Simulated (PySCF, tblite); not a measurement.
# C₃H₆F₂NO₄S₂−: geometry, infrared bands and NMR shifts

Wanted: the infrared bands and NMR shifts of C₃H₆F₂NO₄S₂− (`CCS(=O)(=O)[N-]S(=O)(=O)C(F)F`), by calculation.

Computed with tblite 0.8.0 and PySCF 2.14.0, with density-fitted response routines of our own, on a single molecule in the gas phase. Atoms count from 0, in the outputs and in this text.

**1. The molecule as given**

18 atoms, charge -1, multiplicity 1; geometry from: force field or distance geometry start.

Bonds of the start (Å): C0–C1 1.50, C1–S2 1.81, S2–O3 1.47, S2–O4 1.46, S2–N5 1.57, N5–S6 1.59, S6–O7 1.46, S6–O8 1.48, S6–C9 1.82, C9–F10 1.37, C9–F11 1.37, C0–H12 1.10, C0–H13 1.09, C0–H14 1.10, C1–H15 1.11, C1–H16 1.10, C9–H17 1.09.

**2. Relaxing the molecule with GFN2-xTB**

What the job is given:

```
{"job": {"kind": "relax", "xc": "GFN2-xTB", "basis": "xTB"}, "charge": -1, "multiplicity": 1}
C     -2.386500    -0.098000    -1.925500
C     -1.424600    -0.682300    -0.931000
S      0.277200    -0.150400    -1.221400
O      0.501000    -0.535500    -2.622300
O      0.243500     1.296700    -1.012500
N      1.065700    -1.029900    -0.185500
S      1.132600    -0.453200     1.292500
O     -0.110600     0.055000     1.874300
O      1.862000    -1.350200     2.211700
C      2.218500     0.992800     1.088800
F      3.252200     0.741100     0.222900
F      2.811500     1.354700     2.267400
H     -2.387400     1.000200    -1.880700
H     -2.147100    -0.403100    -2.949000
H     -3.416600    -0.422200    -1.703000
H     -1.719300    -0.383200     0.096300
H     -1.436400    -1.776300    -0.982900
H      1.655600     1.850200     0.734100
```

On the command line:

```console
$ OMP_NUM_THREADS=1 python probes_run.py task.json out
```

This one command runs all jobs of the session in turn.

**Question.** This job is followed by: GFN2-xTB harmonic vibrations, gas phase; GIAO PBE0/pcSseg-1 NMR shielding, non-relativistic, gas phase. What will the session give for the following? strongest single infrared mode (GFN2-xTB); zero-point energy (GFN2-xTB); ¹³C shifts against TMS (PBE0/pcSseg-1); ¹H shifts against TMS (PBE0/pcSseg-1, means over atoms taken as alike); ³³S shifts against CS2 (PBE0/pcSseg-1); ¹⁷O shifts against H2O (PBE0/pcSseg-1, means over atoms taken as alike); ¹⁵N shifts against NH3 (PBE0/pcSseg-1); ¹⁹F shifts against CFCl3 (PBE0/pcSseg-1, means over atoms taken as alike).

As calculated:

```
                                                                 quantity                  value
                                strongest single infrared mode (GFN2-xTB)  1090 cm⁻¹, 589 km/mol
                                             zero-point energy (GFN2-xTB)          68.6 kcal/mol
                                   ¹³C shifts against TMS (PBE0/pcSseg-1)   127.5, 54.9, 9.3 ppm
   ¹H shifts against TMS (PBE0/pcSseg-1, means over atoms taken as alike)   7.47, 3.25, 1.23 ppm
                                   ³³S shifts against CS2 (PBE0/pcSseg-1)           309, 300 ppm
  ¹⁷O shifts against H2O (PBE0/pcSseg-1, means over atoms taken as alike)       202.8, 197.9 ppm
                                   ¹⁵N shifts against NH3 (PBE0/pcSseg-1)              177.9 ppm
¹⁹F shifts against CFCl3 (PBE0/pcSseg-1, means over atoms taken as alike)             -150.2 ppm
```

Relaxing lowered the energy by 0.369 eV in 87 steps; the close pair that moved most is S6–C9, from 1.820 to 1.876 Å. All 48 modes are real, so the xTB geometry is a minimum. The strongest single mode, at 1090 cm⁻¹, is spread over several atoms, O4, S2, O3 among them. Unscaled tight-binding wavenumbers are off by several per cent, some by more. Its intensities can rank the bands wrongly. The most deshielded hydrogen is H17 (hydrogen on an sp3 CH bonded to 2 F and S), at 7.47 ppm: its carbon carries F, which withdraws density.
